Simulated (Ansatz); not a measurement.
# Al2Cu (Khatyrkite): the cost of one run

Method: DFT, levels as named, plane waves, PAW, in Ansatz 0.2.0.

## 1. The system as given

Symmetry: I4/mcm, No. 140, tetragonal system. The conventional cell has a = 6.067 Å, b = 6.067 Å, c = 4.877 Å, α = 90.00°, β = 90.00°, γ = 90.00°. Al (site symmetry m2m) is surrounded by 4 Cu at 2.59 Å and 3 Al at 2.71 to 2.90 Å. Cu (site symmetry 422) is surrounded by 2 Cu at 2.44 Å and 8 Al at 2.59 Å.

Structure file:

```cif
data_structure
_symmetry_space_group_name_H-M 'I4/mcm'
_symmetry_Int_Tables_number 140
_cell_length_a 6.0670
_cell_length_b 6.0670
_cell_length_c 4.8770
_cell_angle_alpha 90.000
_cell_angle_beta 90.000
_cell_angle_gamma 90.000
_cell_volume 179.52
loop_
_atom_site_label
_atom_site_type_symbol
_atom_site_symmetry_multiplicity
_atom_site_Wyckoff_symbol
_atom_site_fract_x
_atom_site_fract_y
_atom_site_fract_z
_atom_site_occupancy
Al1 Al 8 h 0.15810 0.65810 0.50000 1
Cu1 Cu 4 a 0.00000 0.00000 0.75000 1
```

## 2. Relaxation with PBE

File input.yaml:

```yaml
crystal:
  lattice:
    - [-3.0335, 3.0335, 2.4385]
    - [3.0335, -3.0335, 2.4385]
    - [3.0335, 3.0335, -2.4385]
  atoms:
    - { symbol: Al, position: [0.6581, 0.1581, 0.8162] }
    - { symbol: Al, position: [0.1581, 0.3419, 0.5] }
    - { symbol: Al, position: [0.3419, 0.8419, 0.1838] }
    - { symbol: Al, position: [0.8419, 0.6581, 0.5] }
    - { symbol: Cu, position: [0.25, 0.25, 0.0] }
    - { symbol: Cu, position: [0.75, 0.75, 0.0] }
  symmetry: { tolerance: 0.0003 }
hamiltonian:
  xc: pbe
  pseudopotentials: { kind: paw, azcp: { folder: soft_1 } }
basis:
  ecutwfc: 420
magnetization:
  spin_polarized: false
scf:
  occupations: { method: fermi_dirac, width: 0.1 }
kpoints:
  mp_grid: { grid: [8, 8, 8], shift: [0, 0, 0] }
output:
  forces: true
  stress: true
  eigenvalues: true
relax:
  max_steps: 60
  cell: {}
```

The run is started by

```
ansatz run input.yaml --threads 2 --pin off --max-ram 5632MiB --backend cpu --events-out ev --progress --plain --runs-dir out
```

Q: Estimate wall time and peak memory on 2 threads of Intel Xeon Platinum 8488C (Sapphire Rapids), shared host.

About 14 s, with a peak of 0.52 GiB.
